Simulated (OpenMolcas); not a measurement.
# Cr³⁺ among point charges: CASSCF and CASPT2 levels and susceptibility

How does a field of 4 point charges split the states of Cr³⁺, and what χT follows?

Program: OpenMolcas 26.06. Level of theory: state-averaged CASSCF and CASPT2, spin-orbit coupling by RASSI with atomic mean-field integrals. These are calculated values, not measurements, unless marked.

### Step 1. Starting point

| Property | Result |
| --- | --- |
| Species | Cr³⁺ (chromium, Z = 24, 21 electrons) |
| Basis | ANO-RCC-VTZP [6s5p3d2f1g], 59 functions |
| Scalar Hamiltonian | DKH2, point nucleus |
| Inactive shells | 1s 2s 2p 3s 3p |
| Active space | 3 electrons in 5 orbitals (3d) |
| Some configurations of this space | 3d3 |
| Orbitals | optimised for each spin and parity, averaged over all roots |

The outer shells:

3d3
```
3d [↑ ][↑ ][↑ ][  ][  ]
```

The ion sits among 4 point charges of -2 e arranged as a tetrahedron (Td), 1.85 Å from the ion.

The work runs as a chain of OpenMolcas steps in one folder; each step below is one input file. Labels, J, g values, rates, χT and fits are worked out afterwards by a script from the matrices that RASSI stores.

### Step 2. One- and two-electron integrals

a.inp reads:

```
&GATEWAY
Coord
1

Cr 0.0 0.0 0.0
Basis=ANO-RCC-VTZP
Group=NoSym
NoMove
AngMom=0.0 0.0 0.0
AMFI
XField
4 Angstrom 0
1.068098 1.068098 1.068098 -2.000000
1.068098 -1.068098 -1.068098 -2.000000
-1.068098 1.068098 -1.068098 -2.000000
-1.068098 -1.068098 1.068098 -2.000000
&SEWARD
```

Started as:

```sh
$ OMP_NUM_THREADS=1 MOLCAS_MEM=1689 MOLCAS_PROJECT=a pymolcas a.inp > a.log
```

### Step 3. CASSCF: quartets, 10 roots

a.inp reads:

```
&RASSCF
FileOrb=start.orb
Symmetry=1
Spin=4
nActEl=3 0 0
Inactive=9
Ras2=5
CIRoot=10 10 1
SDav=10
CIMx=300
Iter=120 100
PrWF=0.3
OrbListing=Nothing
MaxOrb=0
>>> COPY $Project.JobIph JOB001
```

start.orb holds the contracted functions of the basis, ordered by shell, or the orbitals of the step before.

### Step 4. CASSCF: doublets, 40 roots

a.inp reads:

```
&RASSCF
FileOrb=start.orb
Symmetry=1
Spin=2
nActEl=3 0 0
Inactive=9
Ras2=5
CIRoot=40 40 1
SDav=40
CIMx=300
Iter=120 100
PrWF=0.3
OrbListing=Nothing
MaxOrb=0
>>> COPY $Project.JobIph JOB002
```

### Step 5. State interaction with spin-orbit coupling

a.inp reads:

```
&RASSI
NrOfJobIphs=2 10 40
1 2 3 4 5 6 7 8 9 10
1 2 3 4 5 6 7 8 9 10 11 12 13 14 15 16 17 18 19 20 21 22 23 24 25 26 27
28 29 30 31 32 33 34 35 36 37 38 39 40
IphNames
JOB001
JOB002
EJob
SpinOrbit
DIPRint=1.0
SOCoupling=1000.0
Subsets=2
Property=9
'ANGMOM' 1 'ANGMOM' 2 'ANGMOM' 3 'MLTPL  1' 1 'MLTPL  1' 2 'MLTPL  1' 3
'AMFI' 1 'AMFI' 2 'AMFI' 3
SOProperty=3
'ANGMOM' 1 'ANGMOM' 2 'ANGMOM' 3
```

### Step 6. CASPT2: IPEA 0.25, imaginary shift 0.1 (closed shells correlated: 3s 3p)

a.inp reads:

```
>>> COPY JOB001 $Project.JobIph
&CASPT2
Multistate=10 1 2 3 4 5 6 7 8 9 10
NoMult
Frozen=5
IPEA=0.25
Imaginary=0.1
MaxIter=60
WThr=0.0 0.3 0.05
PrWF=0.5
NoMix
>>> COPY JOB002 $Project.JobIph
&CASPT2
Multistate=40 1 2 3 4 5 6 7 8 9 10 11 12 13 14 15 16 17 18 19 20 21 22
23 24 25 26 27 28 29 30 31 32 33 34 35 36 37 38 39 40
NoMult
Frozen=5
IPEA=0.25
Imaginary=0.1
MaxIter=60
WThr=0.0 0.3 0.05
PrWF=0.5
NoMix
```

(Steps that only read results are left out.)

Before running it: what results should come out? Wanted: spin-free ground state; first state of the same spin within the active space; lowest level; next level.

The runs gave:

```
                                            quantity                                                                        value
                                              method  SS-CASPT2, IPEA 0.25, imaginary shift 0.1 (closed shells correlated: 3s 3p)
                              spin-free ground state                                              4T1, 3-fold in its orbital part
first state of the same spin within the active space                                                             4T2 at 1430 cm⁻¹
                                        lowest level                                                                    4-fold Γ8
                                          next level                                                                    75.8 cm⁻¹
                                         χT at 300 K                                                               1.20 cm³ K/mol
                           effective moment at 300 K                                                                      3.09 μB
```

Cost by method:

```csv
method,time of its own steps,time with the reference
A. CASSCF,11 s,11 s
"B. SS-CASPT2, IPEA 0.25, imaginary shift 0.1, +3s 3p",15 s,26 s
```

Times are of one thread on a shared host.

What this shows: The spin-free ground state (4T1) comes to 100 % from free-ion F terms and keeps the highest spin of the shell. χT at 300 K is 1.20, against 1.88 cm³ K/mol for the spin alone, so spin-orbit coupling lowers it. A ligand-field fit to the states below 45000 cm-1 gives 10Dq = -2066 cm-1, B = 959 cm-1 and C = 3689 cm-1 (C/B = 3.85), with a deviation of 340 cm-1. CASPT2 does not keep the components of a term degenerate, and the means are used. The field of point charges can differ much from that of real complexes. This is an electrostatic model: the charges have no orbitals.
